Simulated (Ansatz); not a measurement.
**TaO2: properties at the relaxed cell**

An exercise on one series of results from a longer session: the logs are not shown, and one member is left open.

Program: Ansatz 0.2.0. Level of theory: DFT r2SCAN, scalar-relativistic, plane waves, PAW. These are calculated values, not measurements.

1 further run of the same task is left out (set aside as unsound or not needed).

## The system as given

Symmetry: P4_2/mnm, No. 136, tetragonal system. Conventional cell: a = 4.968 Å, b = 4.968 Å, c = 2.846 Å, α = 90.00°, β = 90.00°, γ = 90.00°. Ta (site symmetry mmm) is surrounded by 6 O at 2.00 to 2.08 Å. Around O (site symmetry m2m) lie 3 Ta at 2.00 to 2.08 Å.

Coordinates:

```
CELL_PARAMETERS angstrom
4.96845 0.00000 0.00000
0.00000 4.96845 0.00000
0.00000 0.00000 2.84572
ATOMIC_POSITIONS crystal
Ta 0.00000 0.00000 0.50000
Ta 0.50000 0.50000 0.00000
O 0.71557 0.28443 0.50000
O 0.28443 0.71557 0.50000
O 0.21557 0.21557 0.00000
O 0.78443 0.78443 0.00000
```

It goes back to an entry of the Materials Project, which need not be the stable form.

It is the result of an earlier relaxation at this level (volume 11.71 Å³/atom; gap on the mesh: none (metal)).

The first run:

Contents of input.yaml:

```yaml
crystal:
  lattice:
    - [4.9182610613, 0.0, 0.0]
    - [0.0, 4.9182610613, 0.0]
    - [0.0, 0.0, 2.8169712773]
  atoms:
    - { symbol: Ta, position: [0.0, 0.0, 0.5] }
    - { symbol: Ta, position: [0.5, 0.5, 0.0] }
    - { symbol: O, position: [0.7155708198, 0.2844291802, 0.5] }
    - { symbol: O, position: [0.2844291802, 0.7155708198, 0.5] }
    - { symbol: O, position: [0.2155708198, 0.2155708198, 0.0] }
    - { symbol: O, position: [0.7844291802, 0.7844291802, 0.0] }
basis:
  ecutwfc: 500
kpoints:
  mp_grid: { grid: [8, 8, 12] }
hamiltonian:
  xc: r2scan
scf:
  occupations: { method: gaussian, width: 0.1 }
output:
  forces: true
  stress: true
  eigenvalues: true
relax:
  adjacent_minimum: "off"
  f_tol: 0.01
  max_steps: 30
  cell: { stress_tol: 0.1, fix: [volume] }
```

Command:

```
ansatz run input.yaml --threads 1 --pin off --max-ram 2560MiB --backend cpu --events-out ev --progress --plain --runs-dir out
```

Among the steps run: The cell scaled to 0.97 of its volume; Point at V/V0 = 1.03; Point at V/V0 = 0.94; Point at V/V0 = 1.06; The cell scaled to 0.91 of its volume; Point at V/V0 = 1.10; The cell scaled to 0.88 of its volume.

One of the session's tables, all rows but one given; the rest of the session is left out.

It belongs to the step «Energy against volume». 

| volume (Å³/atom) | energy above the lowest point (meV/atom) | pressure (GPa) |
| --- | --- | --- |
| 10.303 | 184.0 | 46.97 |
| 10.654 | ? | ? |
| 11.006 | 41.0 | 19.75 |
| 11.357 | 9.7 | 9.09 |
| 11.708 | 0.0 | 0.01 |
| 12.059 | 8.7 | -7.72 |
| 12.410 | 33.1 | -14.29 |
| 12.879 | 85.9 | -21.50 |

Estimate the missing values for volume (Å³/atom) = 10.654.

Worked estimate for «energy above the lowest point (meV/atom)». A straight line through the neighbours (10.303, 184.0) and (11.006, 41.0) gives 184.0 + (41.0 − 184.0) × (10.654 − 10.303) / (11.006 − 10.303) = 112.6; a parabola fitted to 3 rows on both sides gives 99.2.

**Answer.** energy above the lowest point (meV/atom): 97.6; pressure (GPa): 32.26. In «energy above the lowest point (meV/atom)» the line misses by +15.0 and the parabola by +1.6.
